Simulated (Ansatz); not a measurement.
**C4H12OSi: molecular dynamics**

Purpose: to follow the molecule's vibrations and see whether its bonds hold. The start is relaxed first. Runs: 120 steps of 2.5 fs at constant energy, with velocities drawn for 300 K. SMILES of the start: CC(C)OC[SiH3].

All numbers below are computed with Ansatz 0.2.0 (RKS r2SCAN-D4/STO-3G).

## (1) The starting structure

Bond lengths (14 of 17 bonds, heavy atoms first): C1–C2 1.546 Å, C2–C3 1.511 Å, C2–O4 1.357 Å, O4–C5 1.477 Å, C5–Si6 1.875 Å, C1–H7 1.055 Å, C1–H8 1.140 Å, C1–H9 1.071 Å, C2–H10 1.083 Å, C3–H11 1.106 Å, C3–H12 1.118 Å, C3–H13 1.096 Å, C5–H14 1.128 Å, C5–H15 1.074 Å. Angles (14 of 31 angles, heavy atoms first): C1–C2–C3 108.9°, C1–C2–O4 111.1°, C3–C2–O4 105.6°, C2–O4–C5 115.2°, O4–C5–Si6 119.0°, C1–C2–H10 110.7°, C3–C2–H10 108.9°, O4–C2–H10 111.4°, C2–C1–H7 113.1°, C2–C1–H8 107.9°, C2–C1–H9 114.0°, C2–C3–H11 110.4°, C2–C3–H12 110.8°, C2–C3–H13 110.0°.

Its coordinates follow in the input file.

## (2) Relaxing the start

Contents of input.yaml:

```yaml
crystal:
  periodic: [false, false, false]
  atoms:
    - { symbol: C, position_ang: [1.7399, 0.6051, 0.85] }
    - { symbol: C, position_ang: [1.0126, 0.1261, -0.4273] }
    - { symbol: C, position_ang: [1.8507, -0.9363, -1.0997] }
    - { symbol: O, position_ang: [-0.1652, -0.4751, -0.1235] }
    - { symbol: C, position_ang: [-1.2989, 0.4425, 0.1084] }
    - { symbol: Si, position_ang: [-3.0103, -0.2767, 0.3729] }
    - { symbol: H, position_ang: [1.7825, -0.1329, 1.6034] }
    - { symbol: H, position_ang: [1.1597, 1.4901, 1.2731] }
    - { symbol: H, position_ang: [2.7039, 1.0356, 0.6678] }
    - { symbol: H, position_ang: [0.8694, 0.9483, -1.1179] }
    - { symbol: H, position_ang: [2.8525, -0.538, -1.3461] }
    - { symbol: H, position_ang: [2.0505, -1.7854, -0.4005] }
    - { symbol: H, position_ang: [1.3443, -1.2971, -2.0021] }
    - { symbol: H, position_ang: [-1.0872, 1.0413, 1.0404] }
    - { symbol: H, position_ang: [-1.3619, 1.1277, -0.7167] }
    - { symbol: H, position_ang: [-3.0338, -1.1634, 1.5728] }
    - { symbol: H, position_ang: [-3.9836, 0.8249, 0.6133] }
    - { symbol: H, position_ang: [-3.4628, -1.0256, -0.8166] }
basis:
  gaussian: { orbitals: STO-3G }
hamiltonian:
  xc: r2scan
  dispersion: d4
relax:
  f_tol: 0.02
  max_steps: 40
scf:
  lower_state_search: "off"
```

On the command line:

```console
$ ansatz run input.yaml --threads 1 --pin off --max-ram 2048MiB --backend cpu --events-out ev --progress --plain --runs-dir out
```

Log (excerpt; [...] marks lines left out):

```text
Warning: RAYON_NUM_THREADS=1 ignored (pool sized by the plan → 1); use --threads N
[...]
Functional definition: r2SCAN
[...]
680 factors; integrals over basis functions are off by at most 1.2e-5 eV
[...]
mean field -14093.28502278 eV, -517.9186718156 hartree, gradient 3.1e-6 eV, S^2 0.000000; 0 other end points of the search recorded, 0 dependent functions left out
[...]
reference -14093.28503126 eV, -517.9186721271 hartree; 29, 29 occupied and 17, 17 virtual orbitals, 680 factors
relax step   1: F+E_penalty+E_count = -14093.38331549 eV  Δ(F+E_penalty+E_count) = +0.000e0 eV  max|allowed force component| = 5.499e0 eV/Å  Δτ_max = 0.0000 Å  (13 SCF iters, accepted)
[...]
relax step   6: F+E_penalty+E_count = -14094.20809236 eV  Δ(F+E_penalty+E_count) = -8.087e-4 eV  max|allowed force component| = 3.149e-2 eV/Å  Δτ_max = 0.0211 Å  (17 SCF iters, accepted)
[...]
relax step   7: F+E_penalty+E_count = -14094.20823475 eV  Δ(F+E_penalty+E_count) = -1.424e-4 eV  max|allowed force component| = 1.374e-2 eV/Å  Δτ_max = 0.0098 Å  (11 SCF iters, accepted)
Total energy: -14094.20824323 eV, -517.9525995411 hartree
Atom 0 at     1.683619     0.672791     0.859493 Å, force    -0.000252     0.006391    -0.000697 eV/Å
Atom 1 at     0.988864     0.119495    -0.429001 Å, force    -0.013738    -0.007809     0.001661 eV/Å
Atom 2 at     1.862325    -0.988548    -1.086395 Å, force     0.004515    -0.001265     0.001784 eV/Å
Atom 3 at    -0.313200    -0.521740    -0.155621 Å, force     0.005753     0.006147     0.000936 eV/Å
Atom 4 at    -1.296401     0.532062     0.155114 Å, force     0.002460    -0.002298     0.001815 eV/Å
Atom 5 at    -2.986121    -0.293872     0.372022 Å, force    -0.005291    -0.004366     0.000506 eV/Å
Atom 6 at     1.767056    -0.123002     1.612427 Å, force     0.002367     0.001122     0.000810 eV/Å
Atom 7 at     1.117435     1.509988     1.288806 Å, force     0.001433    -0.003583    -0.000443 eV/Å
Atom 8 at     2.692650     1.029884     0.610061 Å, force    -0.001072     0.000110     0.000454 eV/Å
Atom 9 at     0.861779     0.962212    -1.150902 Å, force     0.003391     0.003744    -0.002183 eV/Å
Atom 10 at     2.846723    -0.583852    -1.359835 Å, force    -0.001710    -0.001572    -0.000572 eV/Å
Atom 11 at     2.004174    -1.820974    -0.383218 Å, force     0.000270     0.000967    -0.001538 eV/Å
Atom 12 at     1.369929    -1.371130    -1.991112 Å, force    -0.000727    -0.000712     0.000486 eV/Å
Atom 13 at    -1.026603     1.087589     1.079018 Å, force    -0.000442    -0.000058    -0.000318 eV/Å
Atom 14 at    -1.335989     1.288970    -0.659570 Å, force     0.001814    -0.000654    -0.000628 eV/Å
Atom 15 at    -2.950778    -1.211934     1.487331 Å, force     0.000058     0.000701    -0.003784 eV/Å
Atom 16 at    -3.972447     0.730881     0.633212 Å, force     0.000589     0.000606     0.001752 eV/Å
Atom 17 at    -3.350715    -1.007721    -0.830129 Å, force     0.000583     0.002529    -0.000040 eV/Å
Dipole moment:     0.048551     0.211660     0.007062 e Å
Checks for a lower state left out: stability, starts, cluster_reference, orbital_swaps, neighbouring_geometries, increment
```

Wall time 36 s (1 thread of Arm Neoverse V1, shared host); peak memory 0.13 GiB.

Step by step:

```
step  energy from step 1 (eV)  largest force component (eV/Å)
   1                   0.0000                          5.4987
   2                  -0.7378                          1.4991
   3                  -0.8166                          0.5526
   4                  -0.8232                          0.1654
   5                  -0.8240                          0.1413
   6                  -0.8248                          0.0315
   7                  -0.8249                          0.0137
```

Step 1 is the start.

After: Bond lengths (14 of 17 bonds, heavy atoms first): C1–C2 1.565 Å, C2–C3 1.557 Å, C2–O4 1.477 Å, O4–C5 1.474 Å, C5–Si6 1.893 Å, C1–H7 1.099 Å, C1–H8 1.098 Å, C1–H9 1.099 Å, C2–H10 1.117 Å, C3–H11 1.099 Å, C3–H12 1.099 Å, C3–H13 1.099 Å, C5–H14 1.111 Å, C5–H15 1.113 Å. Angles (14 of 31 angles, heavy atoms first): C1–C2–C3 110.5°, C1–C2–O4 113.1°, C3–C2–O4 105.3°, C2–O4–C5 108.5°, O4–C5–Si6 107.9°, C1–C2–H10 108.4°, C3–C2–H10 109.1°, O4–C2–H10 110.3°, C2–C1–H7 110.0°, C2–C1–H8 111.3°, C2–C1–H9 109.6°, C2–C3–H11 110.2°, C2–C3–H12 110.0°, C2–C3–H13 110.1°.

## (3) Dynamics

120 steps of 2.5 fs at constant energy, with velocities drawn for 300 K, from the relaxed start.

Contents of input.yaml:

```yaml
crystal:
  periodic: [false, false, false]
  atoms:
    - { symbol: C, position_ang: [1.683619, 0.672791, 0.859493] }
    - { symbol: C, position_ang: [0.988864, 0.119495, -0.429001] }
    - { symbol: C, position_ang: [1.862325, -0.988548, -1.086395] }
    - { symbol: O, position_ang: [-0.3132, -0.52174, -0.155621] }
    - { symbol: C, position_ang: [-1.296401, 0.532062, 0.155114] }
    - { symbol: Si, position_ang: [-2.986121, -0.293872, 0.372022] }
    - { symbol: H, position_ang: [1.767056, -0.123002, 1.612427] }
    - { symbol: H, position_ang: [1.117435, 1.509988, 1.288806] }
    - { symbol: H, position_ang: [2.69265, 1.029884, 0.610061] }
    - { symbol: H, position_ang: [0.861779, 0.962212, -1.150902] }
    - { symbol: H, position_ang: [2.846723, -0.583852, -1.359835] }
    - { symbol: H, position_ang: [2.004174, -1.820974, -0.383218] }
    - { symbol: H, position_ang: [1.369929, -1.37113, -1.991112] }
    - { symbol: H, position_ang: [-1.026603, 1.087589, 1.079018] }
    - { symbol: H, position_ang: [-1.335989, 1.28897, -0.65957] }
    - { symbol: H, position_ang: [-2.950778, -1.211934, 1.487331] }
    - { symbol: H, position_ang: [-3.972447, 0.730881, 0.633212] }
    - { symbol: H, position_ang: [-3.350715, -1.007721, -0.830129] }
basis:
  gaussian: { orbitals: STO-3G }
hamiltonian:
  xc: r2scan
  dispersion: d4
md:
  timestep: 2.5
  n_steps: 120
  ensemble: nve
  temperature: 300.0
  initial_velocities: maxwell_boltzmann
  seed: 978229
scf:
  lower_state_search: "off"
```

On the command line:

```console
$ ansatz run input.yaml --threads 1 --pin off --max-ram 2048MiB --backend cpu --events-out ev --progress --plain --runs-dir out
```

Log (excerpt; [...] marks lines left out):

```text
Warning: RAYON_NUM_THREADS=1 ignored (pool sized by the plan → 1); use --threads N
[...]
[... 1 set-up line as earlier in the session ...]
[...]
680 factors; integrals over basis functions are off by at most 1.4e-5 eV
[...]
mean field -14094.10968023 eV, -517.9489774179 hartree, gradient 4.0e-6 eV, S^2 0.000000; 0 other end points of the search recorded, 0 dependent functions left out
[...]
reference -14094.10968868 eV, -517.9489777283 hartree; 29, 29 occupied and 17, 17 virtual orbitals, 680 factors
md step     0: t =     0.00 fs  T =   300.0 K  F+E_penalty+E_count = -14094.20822482 eV  E_kin = 0.620448 eV  conserved = -14093.58777683 eV  (13 SCF iters)
[...]
md step    14: t =    35.00 fs  T =   192.9 K  F+E_penalty+E_count = -14093.88621862 eV  E_kin = 0.398875 eV  conserved = -14093.48734384 eV  (18 SCF iters, 3 dispersion substeps)
[...]
md step    28: t =    70.00 fs  T =   172.8 K  F+E_penalty+E_count = -14093.73543952 eV  E_kin = 0.357452 eV  conserved = -14093.37798789 eV  (17 SCF iters, 3 dispersion substeps)
[...]
md step    42: t =   105.00 fs  T =   195.5 K  F+E_penalty+E_count = -14093.82869932 eV  E_kin = 0.404371 eV  conserved = -14093.42432832 eV  (17 SCF iters, 3 dispersion substeps)
[...]
md step    56: t =   140.00 fs  T =   154.1 K  F+E_penalty+E_count = -14093.77739617 eV  E_kin = 0.318722 eV  conserved = -14093.45867370 eV  (17 SCF iters, 3 dispersion substeps)
md step    57: t =   142.50 fs  T =   146.9 K  F+E_penalty+E_count = -14093.65808737 eV  E_kin = 0.303730 eV  conserved = -14093.35435729 eV  (17 SCF iters, 3 dispersion substeps)
md step    58: t =   145.00 fs  T =   177.3 K  F+E_penalty+E_count = -14093.80750539 eV  E_kin = 0.366728 eV  conserved = -14093.44077752 eV  (17 SCF iters, 3 dispersion substeps)
```

## (4) The output, continued: dynamics from the start

The log, continued (excerpt; [...] marks lines left out):

```text
md step    59: t =   147.50 fs  T =   194.5 K  F+E_penalty+E_count = -14093.83026921 eV  E_kin = 0.402303 eV  conserved = -14093.42796618 eV  (17 SCF iters, 3 dispersion substeps)
[...]
md step    74: t =   185.00 fs  T =   135.1 K  F+E_penalty+E_count = -14093.62381799 eV  E_kin = 0.279386 eV  conserved = -14093.34443173 eV  (18 SCF iters, 5 dispersion substeps)
[...]
md step    89: t =   222.50 fs  T =   192.7 K  F+E_penalty+E_count = -14093.82605281 eV  E_kin = 0.398498 eV  conserved = -14093.42755503 eV  (17 SCF iters, 5 dispersion substeps)
[...]
md step   104: t =   260.00 fs  T =   146.6 K  F+E_penalty+E_count = -14093.68032888 eV  E_kin = 0.303188 eV  conserved = -14093.37714039 eV  (17 SCF iters, 3 dispersion substeps)
[...]
Atom 10 at     2.759579    -0.616085    -1.602365 Å, force    -0.915024    -0.439928     0.489344 eV/Å
Atom 11 at     2.196780    -1.738178    -0.285576 Å, force    -0.481479     0.255821    -0.819471 eV/Å
Atom 12 at     1.201723    -1.506826    -1.827265 Å, force    -0.120779    -0.559547    -0.209076 eV/Å
Atom 13 at    -1.037658     0.957959     1.311450 Å, force    -0.164484    -0.836178    -2.028485 eV/Å
Atom 14 at    -1.373196     1.350807    -0.390424 Å, force     0.393333     2.153856    -1.942377 eV/Å
Atom 15 at    -2.956379    -1.310932     1.362512 Å, force     0.004274    -0.213063     0.129831 eV/Å
Atom 16 at    -4.026989     0.645158     0.764929 Å, force     0.260634     0.040503    -0.322984 eV/Å
Atom 17 at    -3.274037    -0.905123    -0.875794 Å, force    -0.505882    -0.438053    -1.198028 eV/Å
Dipole moment:     0.054765     0.248672    -0.003043 e Å
Checks for a lower state left out: stability, starts, cluster_reference, orbital_swaps, neighbouring_geometries, increment
```

Run time: 9.7 min. Hardware: 1 thread of Arm Neoverse V1, shared host; peak memory 0.11 GiB.

## (5) What the atoms did

One step in 9; energies are changes from step 0:

| time (fs) | T (K) | potential energy change (meV/atom) | total energy change (meV/atom) |
| --- | --- | --- | --- |
| 0.0 | 300 | 0.0 | 0.00 |
| 22.5 | 171 | 22.7 | 7.96 |
| 45.0 | 157 | 28.9 | 12.51 |
| 67.5 | 146 | 31.2 | 13.51 |
| 90.0 | 132 | 37.3 | 17.98 |
| 112.5 | 188 | 18.8 | 5.92 |
| 135.0 | 152 | 26.2 | 9.23 |
| 157.5 | 168 | 22.7 | 7.51 |
| 180.0 | 163 | 23.5 | 7.74 |
| 202.5 | 125 | 39.5 | 19.40 |
| 225.0 | 117 | 31.8 | 10.79 |
| 247.5 | 108 | 37.1 | 15.04 |
| 270.0 | 166 | 28.0 | 12.66 |
| 292.5 | 186 | 23.5 | 10.39 |
| 300.0 | 140 | 30.3 | 11.93 |

time (fs), T (K) and a bar:
```
      0.0        300 ##############################
     12.5        206 ###############
     25.0        105 
     40.0        179 ###########
     52.5        171 ##########
     65.0        156 ########
     77.5        145 ######
     92.5        192 #############
    105.0        196 ##############
    117.5        173 ##########
    130.0        147 ######
    142.5        147 ######
    157.5        168 ##########
    170.0        146 ######
    182.5        139 #####
    195.0        122 ###
    207.5        115 #
    222.5        193 #############
    235.0        157 ########
    247.5        108 
    260.0        147 ######
    275.0        163 #########
    287.5        141 ######
    300.0        140 #####
```

## (6) Frames from the trajectory

Extended XYZ, with forces in eV/Å:

```xyz
18
time_fs=50.0 T=120 dE=0.6230
C     1.624    0.616    0.851    1.219    1.492    2.681
C     1.002    0.139   -0.464    1.127    0.419   -0.623
C     1.921   -0.951   -1.100    1.739   -0.514    2.767
O    -0.275   -0.515   -0.204   -0.530   -1.119   -0.271
C    -1.303    0.469    0.128   -0.477    0.886   -4.258
Si   -3.008   -0.268    0.426   -0.914   -0.141    0.526
H     1.625   -0.219    1.572    0.168   -0.112   -0.216
H     0.999    1.399    1.361    0.441   -0.414   -0.718
H     2.696    1.035    0.836   -1.717   -0.747   -0.609
H     0.979    1.006   -1.173   -0.593   -0.108    0.038
H     3.023   -0.661   -1.018   -1.590   -0.194   -0.203
H     1.800   -1.905   -0.504    0.044    0.902   -0.809
H     1.675   -1.108   -2.114   -0.471   -0.468   -1.842
H    -1.019    1.048    0.949    0.738    1.679    2.357
H    -1.374    1.230   -0.776   -0.058   -1.222    1.680
H    -3.085   -0.820    1.797   -0.060    0.440   -0.715
H    -4.069    0.746    0.175    0.861   -0.513    0.409
H    -3.276   -1.332   -0.497    0.074   -0.265   -0.195
18
time_fs=100.0 T=135 dE=0.4567
C     1.664    0.605    0.994   -0.123   -1.405   -2.117
C     0.964    0.116   -0.379    1.299    0.214   -0.318
C     1.882   -0.937   -1.127   -1.216   -0.894   -0.046
O    -0.339   -0.535   -0.248   -0.283    0.393    0.383
C    -1.324    0.579   -0.020    1.234   -0.982    1.476
Si   -2.957   -0.290    0.439    0.855   -0.892   -1.497
H     1.796   -0.317    1.592    0.122    0.735    0.353
H     1.021    1.357    1.448    0.067    0.148    0.581
H     2.638    1.040    0.674   -0.465   -0.198    0.613
H     0.881    1.034   -0.997   -0.105    0.137   -0.351
H     2.860   -0.539   -1.463   -0.341   -0.090    0.338
H     1.986   -1.788   -0.430    0.648    0.237   -0.043
H     1.337   -1.403   -1.999    0.449    0.967    0.565
H    -0.891    1.234    0.796   -0.909   -0.374   -0.422
H    -1.321    1.190   -0.916   -0.539    0.646   -0.851
H    -2.946   -0.643    1.810    0.092   -0.327    0.730
H    -4.021    0.615    0.242   -0.824    0.524   -0.252
H    -3.098   -1.508   -0.436    0.038    1.162    0.858
18
time_fs=150.0 T=124 dE=0.6915
C     1.678    0.541    0.951   -1.078   -1.188    1.222
C     1.015    0.108   -0.370   -0.719    1.210   -0.808
C     1.850   -0.934   -1.118   -1.710   -0.517   -1.784
O    -0.311   -0.466   -0.138   -1.195   -0.581    0.174
C    -1.385    0.579   -0.118    2.408    1.420    2.868
Si   -2.952   -0.299    0.430   -0.126    1.373    2.200
H     1.758   -0.280    1.675   -0.155   -0.483   -0.366
H     1.120    1.284    1.482   -0.925    1.067    0.219
H     2.651    0.913    0.857    2.282    0.910   -0.796
H     0.926    0.970   -1.094    0.101   -0.018    0.649
H     2.728   -0.466   -1.470    1.646    1.028   -0.794
H     2.187   -1.736   -0.507   -0.064   -1.409    0.906
H     1.273   -1.294   -2.029    0.730    0.156    1.317
H    -1.057    1.469    0.618   -0.990   -1.949   -1.452
H    -1.466    1.049   -1.085   -0.227    0.539   -1.363
H    -2.788   -0.888    1.754    0.145    0.238   -0.268
H    -4.125    0.565    0.516    0.403   -0.028   -0.239
H    -3.195   -1.333   -0.427   -0.527   -1.768   -1.687
18
time_fs=200.0 T=198 dE=0.4503
C     1.662    0.602    0.945   -1.066   -0.750    0.322
C     1.022    0.160   -0.424   -0.186   -0.589    0.825
C     1.888   -0.946   -1.143   -2.443    0.577   -1.041
O    -0.267   -0.522   -0.103    0.020   -0.129   -0.521
C    -1.314    0.497   -0.037   -1.752   -1.160   -3.167
Si   -3.004   -0.279    0.428    0.390   -0.827   -1.702
H     1.796   -0.304    1.615   -0.247    1.246   -0.720
H     1.030    1.391    1.428    0.400   -0.797   -0.153
H     2.614    1.037    0.723    1.341    0.504    0.035
H     0.849    1.054   -1.059    0.141    0.025   -0.191
H     2.930   -0.688   -1.198    0.923    0.173   -0.043
H     1.710   -1.839   -0.557    0.383   -0.722    0.280
H     1.455   -1.132   -2.175    0.724    0.278    1.125
H    -1.085    1.258    0.645    0.680    2.083    1.776
H    -1.488    1.015   -1.067    0.550   -0.648    1.432
H    -2.829   -1.049    1.624   -0.238   -0.112    0.367
H    -3.968    0.786    0.553   -0.056    0.065    0.240
H    -3.462   -1.172   -0.697    0.435    0.783    1.133
18
time_fs=250.0 T=157 dE=0.4775
C     1.709    0.671    0.886   -0.648   -0.024   -0.556
C     0.954    0.102   -0.436    0.287    0.120    1.513
C     1.894   -0.932   -1.044    2.662   -0.583    0.581
O    -0.360   -0.589   -0.212    1.284    1.174   -0.067
C    -1.267    0.508    0.097   -2.479    0.841   -0.612
Si   -2.989   -0.266    0.397   -0.098   -0.480    0.094
H     2.001   -0.230    1.467    0.024    0.575    0.043
H     1.026    1.322    1.514    0.991   -0.571   -0.753
H     2.646    1.226    0.550   -1.368   -0.598    0.566
H     0.794    0.953   -1.130    0.069    0.093   -0.225
H     2.916   -0.466   -1.221   -1.194   -0.580    0.343
H     2.039   -1.862   -0.420   -0.287    1.192   -0.247
H     1.550   -1.265   -1.991   -0.740   -0.479   -1.619
H    -1.003    1.052    1.020    0.373    0.227    0.061
H    -1.415    1.308   -0.736    0.807   -1.241    1.020
H    -2.908   -1.149    1.570   -0.106    0.268   -0.555
H    -4.003    0.747    0.661    0.315   -0.078   -0.059
H    -3.390   -1.007   -0.801    0.108    0.144    0.474
18
time_fs=300.0 T=140 dE=0.5459
C     1.629    0.691    0.839    2.931    2.043   -0.090
C     1.018    0.128   -0.426   -0.601   -0.319   -1.300
C     1.847   -1.038   -1.088    1.521    1.187    0.739
O    -0.281   -0.500   -0.193   -1.323    0.069    0.187
C    -1.267    0.519    0.238   -0.150   -1.540    3.963
Si   -2.995   -0.293    0.350    0.716    0.270    1.318
H     1.650    0.082    1.714   -0.188   -1.447    0.738
H     1.160    1.616    1.144   -0.614    0.641   -0.010
H     2.702    0.988    0.628   -1.050   -0.458    0.171
H     0.888    0.983   -1.156    0.287   -0.409    0.185
H     2.760   -0.616   -1.602   -0.915   -0.440    0.489
H     2.197   -1.738   -0.286   -0.481    0.256   -0.820
H     1.202   -1.507   -1.827   -0.121   -0.559   -0.209
H    -1.038    0.958    1.311   -0.165   -0.836   -2.029
H    -1.373    1.351   -0.390    0.393    2.154   -1.942
H    -2.956   -1.311    1.363    0.004   -0.213    0.130
H    -4.027    0.645    0.765    0.261    0.041   -0.323
H    -3.274   -0.905   -0.876   -0.506   -0.438   -1.198
```

## (7) What came out

| quantity | value |
| --- | --- |
| relaxation of the start | 6 moves, 0.825 eV lower |
| length | 120 steps of 2.5 fs |
| temperature, first and last step | 300 and 140 K |
| temperature, second half | mean 158 K, from 108 to 222 K |
| potential energy, second half | +28 meV/atom from the start |
| largest change of the total energy | 19.40 meV/atom |
| bonds formed or broken | 0 |

The temperature starts at 300 K and averages 158 K in the second half, where it ranges from 108 to 222 K. About half is expected from a start at a minimum: kinetic energy passes into potential energy until both shares match. The total energy strays from its start by at most 19.40 meV/atom, 107 % of the mean kinetic energy, which is poor: the step of 2.5 fs is too long for the fastest motion. The bonds all hold. Averages from a run of 300 fs with 18 atoms are rough. The nuclei move classically, without zero-point motion, which matters most for hydrogen. In so small a basis the energies are only a sketch.
